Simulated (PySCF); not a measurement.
**P⁺: dipole response in dyall-acv3z**

How polarisable is P⁺ at the levels listed below?

Program: PySCF 2.14.0. Level of theory: unrestricted determinants in a Gaussian basis, no spin-orbit coupling in the energies. These are calculated values, not measurements, unless marked.

### Step 1. The atom as given

| Property | Result |
| --- | --- |
| Element | phosphorus (Z = 15) |
| Basis | dyall-acv3z (19s12p6d4f, 113 functions) |
| Hamiltonian | the non-relativistic Hamiltonian (point nucleus) |
| State 1 | P⁺: [Ne] 3s2 3p2, high-spin 3P determinant |
| Methods | UHF, PBE, PBE0, TPSS, M06-2X |

Outer shells as boxes (Hund's rule):

P+ [Ne] 3s2 3p2
```
[Ne] core
3s [↑↓]
3p [↑ ][↑ ][  ]
```

One driver process ran all states and methods and kept the integrals in memory. Each run is shown as a PySCF script that sums up its settings (the driver passes frozen orbitals as a list and adds second-order terms of double hybrids); the logs are those of the runs themselves. The driver starts from symmetry-adapted Hartree-Fock orbitals, holds the occupation by maximum overlap and uses a logarithmic radial grid for functionals, so a plain start would take other cycles.

The integrals over 113 functions and the set-up took 0.49 s of CPU time.

### Step 2. P⁺

#### UHF

File input.py:

```python
from pyscf import gto, scf, dft, mp, cc
import basis_set_exchange as bse
mol = gto.M(atom="P 0 0 0", charge=1, spin=2, symmetry="D2h",
            basis=gto.basis.parse(bse.get_basis("dyall-acv3z", elements=["P"], fmt="nwchem")))
mf = scf.UHF(mol)
mf.irrep_nelec = {'Ag': (3, 3), 'B1u': (2, 1), 'B2u': (2, 1), 'B3u': (1, 1)}
mf.kernel()
```

What it wrote:

```text
damping factor = 0
level_shift factor = 0
DIIS = <class 'pyscf.scf.diis.CDIIS'>
diis_start_cycle = 1
diis_space = 10
diis_damp = 0
SCF conv_tol = 1e-09
SCF conv_tol_grad = None
number electrons alpha = 8  beta = 6
cycle= 1 E= -340.354131129267  delta_E= -0.00427  |g|= 0.0255  |ddm|= 0.0488
cycle= 2 E= -340.354803100788  delta_E= -0.000672  |g|= 0.0106  |ddm|= 0.0189
cycle= 3 E= -340.35494521452  delta_E= -0.000142  |g|= 0.000608  |ddm|= 0.0132
cycle= 4 E= -340.35494556006  delta_E= -3.46e-07  |g|= 8.5e-05  |ddm|= 0.000767
cycle= 5 E= -340.354945566745  delta_E= -6.68e-09  |g|= 2.3e-05  |ddm|= 0.000148
cycle= 6 E= -340.354945567303  delta_E= -5.59e-10  |g|= 5.23e-06  |ddm|= 5.39e-05
converged SCF energy = -340.354945567303  <S^2> = 2.0134136  2S+1 = 3.0089291
```

It used 33 s of CPU time after the integrals (shared host).

The occupied shells:

| shell | electrons | mean orbital energy (eV) | spread (eV) | rms radius (bohr) |
| --- | --- | --- | --- | --- |
| 1s α | 1 | -2187.5 | 0 | 0.120 |
| 1s β | 1 | -2187.0 | 0 | 0.120 |
| 2s α | 1 | -215.59 | 0 | 0.562 |
| 2s β | 1 | -215.10 | 0 | 0.562 |
| 2p α | 3 | -158.32 | 0.476 | 0.540 |
| 2p β | 3 | -157.41 | 0.546 | 0.540 |
| 3s α | 1 | -30.967 | 0 | 1.99 |
| 3s β | 1 | -25.422 | 0 | 1.99 |
| 3p α | 2 | -19.736 | 0 | 2.29 |

⟨S²⟩ = 2.013, ⟨L²⟩ = 2.04.

The driver then solved the coupled dipole response at imaginary frequencies: mean α = 14.47 bohr³ (xx, yy, zz: 14.09, 14.65, 14.65), C₆ = 74.93 au for a like pair.

#### PBE

Changes to input.py:

```diff
@@ -4,3 +4,3 @@
             basis=gto.basis.parse(bse.get_basis("dyall-acv3z", elements=["P"], fmt="nwchem")))
-mf = scf.UHF(mol)
+mf = dft.UKS(mol, xc="PBE")
 mf.irrep_nelec = {'Ag': (3, 3), 'B1u': (2, 1), 'B2u': (2, 1), 'B3u': (1, 1)}
```

What it wrote:

```text
damping factor = 0
level_shift factor = 0
DIIS = <class 'pyscf.scf.diis.CDIIS'>
diis_start_cycle = 1
diis_space = 10
diis_damp = 0
SCF conv_tol = 1e-09
SCF conv_tol_grad = None
number electrons alpha = 8  beta = 6
XC functionals = PBE
    J. P. Perdew, K. Burke, and M. Ernzerhof.,  Phys. Rev. Lett. 77, 3865 (1996)
    J. P. Perdew, K. Burke, and M. Ernzerhof.,  Phys. Rev. Lett. 78, 1396 (1997)
    J. P. Perdew, K. Burke, and M. Ernzerhof.,  Phys. Rev. Lett. 77, 3865 (1996)
    J. P. Perdew, K. Burke, and M. Ernzerhof.,  Phys. Rev. Lett. 78, 1396 (1997)
cycle= 1 E= -340.729666515371  delta_E= -0.0106  |g|= 0.0178  |ddm|= 0.121
cycle= 2 E= -340.729749019072  delta_E= -8.25e-05  |g|= 0.00557  |ddm|= 0.0146
cycle= 3 E= -340.7297530773  delta_E= -4.06e-06  |g|= 0.000818  |ddm|= 0.0022
cycle= 4 E= -340.729753359441  delta_E= -2.82e-07  |g|= 0.000148  |ddm|= 0.000602
cycle= 5 E= -340.729753370153  delta_E= -1.07e-08  |g|= 4.89e-05  |ddm|= 0.000198
cycle= 6 E= -340.729753370796  delta_E= -6.43e-10  |g|= 1.31e-06  |ddm|= 4.29e-05
converged SCF energy = -340.729753370796  <S^2> = 2.0035594  2S+1 = 3.002372
```

CPU time 10 s on a shared host, the integrals not counted.

The driver then solved the coupled dipole response at imaginary frequencies: mean α = 14.46 bohr³ (xx, yy, zz: 13.83, 14.78, 14.78), C₆ = 74.63 au for a like pair.

#### PBE0

Changes to input.py:

```diff
@@ -4,3 +4,3 @@
             basis=gto.basis.parse(bse.get_basis("dyall-acv3z", elements=["P"], fmt="nwchem")))
-mf = dft.UKS(mol, xc="PBE")
+mf = dft.UKS(mol, xc="PBE0")
 mf.irrep_nelec = {'Ag': (3, 3), 'B1u': (2, 1), 'B2u': (2, 1), 'B3u': (1, 1)}
```

What it wrote:

```text
damping factor = 0
level_shift factor = 0
DIIS = <class 'pyscf.scf.diis.CDIIS'>
diis_start_cycle = 1
diis_space = 10
diis_damp = 0
SCF conv_tol = 1e-09
SCF conv_tol_grad = None
number electrons alpha = 8  beta = 6
XC functionals = PBE0
    C. Adamo and V. Barone.,  J. Chem. Phys. 110, 6158 (1999)
    M. Ernzerhof and G. E. Scuseria.,  J. Chem. Phys. 110, 5029 (1999)
cycle= 1 E= -340.758640962814  delta_E= -0.00676  |g|= 0.0143  |ddm|= 0.0991
cycle= 2 E= -340.7587622798  delta_E= -0.000121  |g|= 0.00325  |ddm|= 0.0108
cycle= 3 E= -340.758770567675  delta_E= -8.29e-06  |g|= 0.000962  |ddm|= 0.00271
cycle= 4 E= -340.758771078321  delta_E= -5.11e-07  |g|= 0.000148  |ddm|= 0.000745
cycle= 5 E= -340.758771087075  delta_E= -8.75e-09  |g|= 1.65e-05  |ddm|= 0.000123
cycle= 6 E= -340.758771087131  delta_E= -5.6e-11  |g|= 1.07e-06  |ddm|= 1.09e-05
converged SCF energy = -340.758771087131  <S^2> = 2.0050922  2S+1 = 3.0033929
```

It used 36 s of CPU time after the integrals (shared host).

The driver then solved the coupled dipole response at imaginary frequencies: mean α = 14.33 bohr³ (xx, yy, zz: 13.80, 14.60, 14.60), C₆ = 73.86 au for a like pair.

#### TPSS

Changes to input.py:

```diff
@@ -4,3 +4,3 @@
             basis=gto.basis.parse(bse.get_basis("dyall-acv3z", elements=["P"], fmt="nwchem")))
-mf = dft.UKS(mol, xc="PBE0")
+mf = dft.UKS(mol, xc="TPSS")
 mf.irrep_nelec = {'Ag': (3, 3), 'B1u': (2, 1), 'B2u': (2, 1), 'B3u': (1, 1)}
```

What it wrote:

```text
damping factor = 0
level_shift factor = 0
DIIS = <class 'pyscf.scf.diis.CDIIS'>
diis_start_cycle = 1
diis_space = 10
diis_damp = 0
SCF conv_tol = 1e-09
SCF conv_tol_grad = None
number electrons alpha = 8  beta = 6
XC functionals = TPSS
    J. Tao, J. P. Perdew, V. N. Staroverov, and G. E. Scuseria.,  Phys. Rev. Lett. 91, 146401 (2003)
    J. P. Perdew, J. Tao, V. N. Staroverov, and G. E. Scuseria.,  J. Chem. Phys. 120, 6898 (2004)
    J. Tao, J. P. Perdew, V. N. Staroverov, and G. E. Scuseria.,  Phys. Rev. Lett. 91, 146401 (2003)
    J. P. Perdew, J. Tao, V. N. Staroverov, and G. E. Scuseria.,  J. Chem. Phys. 120, 6898 (2004)
cycle= 1 E= -340.909312421531  delta_E= -0.00777  |g|= 0.0152  |ddm|= 0.124
cycle= 2 E= -340.909400850439  delta_E= -8.84e-05  |g|= 0.00305  |ddm|= 0.0125
cycle= 3 E= -340.909404947653  delta_E= -4.1e-06  |g|= 0.000872  |ddm|= 0.00235
cycle= 4 E= -340.909405185339  delta_E= -2.38e-07  |g|= 0.000133  |ddm|= 0.000501
cycle= 5 E= -340.909405194266  delta_E= -8.93e-09  |g|= 2.89e-05  |ddm|= 0.000139
cycle= 6 E= -340.909405194465  delta_E= -1.99e-10  |g|= 1.29e-06  |ddm|= 2.42e-05
converged SCF energy = -340.909405194465  <S^2> = 2.0049336  2S+1 = 3.0032872
```

CPU time 28 s on a shared host, the integrals not counted.

The driver then solved the coupled dipole response at imaginary frequencies: mean α = 14.43 bohr³ (xx, yy, zz: 13.87, 14.70, 14.70), C₆ = 75.21 au for a like pair.

#### M06-2X

Changes to input.py:

```diff
@@ -4,3 +4,3 @@
             basis=gto.basis.parse(bse.get_basis("dyall-acv3z", elements=["P"], fmt="nwchem")))
-mf = dft.UKS(mol, xc="TPSS")
+mf = dft.UKS(mol, xc="M062X")
 mf.irrep_nelec = {'Ag': (3, 3), 'B1u': (2, 1), 'B2u': (2, 1), 'B3u': (1, 1)}
```

What it wrote:

```text
damping factor = 0
level_shift factor = 0
DIIS = <class 'pyscf.scf.diis.CDIIS'>
diis_start_cycle = 1
diis_space = 10
diis_damp = 0
SCF conv_tol = 1e-09
SCF conv_tol_grad = None
number electrons alpha = 8  beta = 6
XC functionals = M062X
    Y. Zhao and D. G. Truhlar.,  Theor. Chem. Acc. 120, 215 (2008)
    Y. Zhao and D. G. Truhlar.,  Theor. Chem. Acc. 120, 215 (2008)
cycle= 1 E= -340.874422254037  delta_E= -0.00974  |g|= 0.0697  |ddm|= 0.165
cycle= 2 E= -340.874536257924  delta_E= -0.000114  |g|= 0.00517  |ddm|= 0.019
cycle= 3 E= -340.874542811764  delta_E= -6.55e-06  |g|= 0.00158  |ddm|= 0.00489
cycle= 4 E= -340.874543253846  delta_E= -4.42e-07  |g|= 0.000297  |ddm|= 0.000964
cycle= 5 E= -340.874543301886  delta_E= -4.8e-08  |g|= 3.45e-05  |ddm|= 0.000377
cycle= 6 E= -340.874543302879  delta_E= -9.93e-10  |g|= 2.59e-06  |ddm|= 5.36e-05
converged SCF energy = -340.874543302879  <S^2> = 2.003338  2S+1 = 3.0022245
```

It used 65 s of CPU time after the integrals (shared host).

The driver then solved the coupled dipole response at imaginary frequencies: mean α = 14.34 bohr³ (xx, yy, zz: 13.53, 14.75, 14.75), C₆ = 72.21 au for a like pair.

Radial density 4πr²ρ of P⁺ at UHF:

| r (bohr) | density | spin density |
| --- | --- | --- |
| 0.00175 | 0.0796 | 0.000 |
| 0.00294 | 0.217 | 0.000 |
| 0.00494 | 0.579 | 0.000 |
| 0.00831 | 1.48 | 0.000 |
| 0.0140 | 3.54 | 0.000 |
| 0.0235 | 7.53 | 0.000 |
| 0.0396 | 13.2 | 0.002 |
| 0.0665 | 17.1 | 0.013 |
| 0.112 | 14.2 | 0.056 |
| 0.188 | 10.8 | 0.159 |
| 0.317 | 15.4 | 0.216 |
| 0.533 | 12.3 | 0.028 |
| 0.896 | 3.19 | 0.181 |
| 1.51 | 2.39 | 1.010 |
| 2.53 | 1.23 | 0.692 |
| 4.26 | 0.0881 | 0.064 |
| 7.17 | 0.000485 | 0.000 |

### Step 3. The response side by side

P⁺, in atomic units:

| method | mean α | C₆ (like pair) | S(−4) |
| --- | --- | --- | --- |
| UHF | 14.47 | 74.93 | 70.72 |
| PBE | 14.46 | 74.63 | 69.44 |
| PBE0 | 14.33 | 73.86 | 67.59 |
| TPSS | 14.43 | 75.21 | 68.11 |
| M06-2X | 14.34 | 72.21 | 70.95 |

α(iu) at M06-2X:

| u (hartree) | α(iu) (bohr³) |
| --- | --- |
| 0 | 14.34 |
| 0.0500 | 14.17 |
| 0.100 | 13.67 |
| 0.200 | 12.01 |
| 0.300 | 10.03 |
| 0.500 | 6.645 |
| 0.750 | 4.079 |
| 1.00 | 2.693 |
| 1.50 | 1.418 |
| 2.00 | 0.8876 |
| 3.00 | 0.4645 |
| 5.00 | 0.2146 |

### Step 4. What came out

| quantity | value |
| --- | --- |
| α of P⁺ | 14.33 (PBE0) to 14.47 (UHF) bohr³ |

In words: A single London oscillator with the computed α and C₆ of P⁺ at UHF would have ω = 4 C₆ / (3 α²) = 0.477 hartree. All values hold for this basis alone; no basis-set limit was taken.
